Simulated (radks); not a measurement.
**Nuclear size and the levels of Os**

Aim: how the total energy, the levels and the density at the nucleus of Os respond when the nuclear radius is scaled.

Method: Dirac Kohn-Sham, relativistic LDA (MacDonald-Vosko exchange, VWN5 correlation), spin-unpolarised, spherical densities, finite nucleus; open shells fill j = l - 1/2 first. Code: radks (a radial shooting solver on a logarithmic mesh, Libxc functionals) version 1.

## 1. What is computed

| Item | Value |
| --- | --- |
| element | osmium (Z = 76) |
| charge | 0 |
| electrons | 76 |
| configuration | [Xe] 4f14 5d6 6s2 |
| nuclear rms radius | 5.4126 fm |

## 2. rms radius 5.4126 fm

Input:

```text
Z 76
configuration [Xe] 4f14 5d6 6s2 6p0 7s0
relativity Dirac
functional lda_x_rel,vwn5
spin unpolarised
j_filling energy
nucleus finite rms 5.4126 fm
c 137.035999084
```

## 3. rms radius 4.3734 fm

Changes since step 2:

```diff
@@ -6,3 +6,3 @@
 j_filling energy
-nucleus finite rms 5.4126 fm
+nucleus finite rms 4.3734 fm
 c 137.035999084
```

## 4. rms radius 5.2448 fm

Changes since step 3:

```diff
@@ -6,3 +6,3 @@
 j_filling energy
-nucleus finite rms 4.3734 fm
+nucleus finite rms 5.2448 fm
 c 137.035999084
```

## 5. rms radius 5.943 fm

Changes since step 4:

```diff
@@ -6,3 +6,3 @@
 j_filling energy
-nucleus finite rms 5.2448 fm
+nucleus finite rms 5.943 fm
 c 137.035999084
```

## 6. rms radius 6.4789 fm

Changes since step 5:

```diff
@@ -6,3 +6,3 @@
 j_filling energy
-nucleus finite rms 5.943 fm
+nucleus finite rms 6.4789 fm
 c 137.035999084
```

What does the calculation give? Wanted: for each run, rms radius; total energy shift; density at nucleus; 1s1/2 shift; 2s1/2 shift; 5p1/2 shift; 6s1/2 shift; 6p1/2 shift.

The runs gave:

```tsv
rms radius (fm)	total energy shift (eV)	density at nucleus (e/bohr³)	1s1/2 shift (meV)	2s1/2 shift (meV)	5p1/2 shift (meV)	6s1/2 shift (meV)	6p1/2 shift (meV)
4.3734	-25.2	1.785e+06	-10103	-1451	0.729	-0.982	0.323
5.2448	-4.30	1.67e+06	-1723	-247	0.124	-0.168	0.0551
5.4126	0	1.65e+06	0	0	0	0	0
5.943	14.1	1.595e+06	5672	814	-0.408	0.551	-0.181
6.4789	29.3	1.545e+06	11739	1685	-0.843	1.14	-0.375
```

Shifts are against the first run. Over the range the 1s1/2 level moves by 21.8 eV and the 6p1/2 level by -0.698 meV. A larger nucleus binds the 1s electrons less and lowers the density at its centre. These are shifts of eigenvalues, not the field shifts of spectral lines.
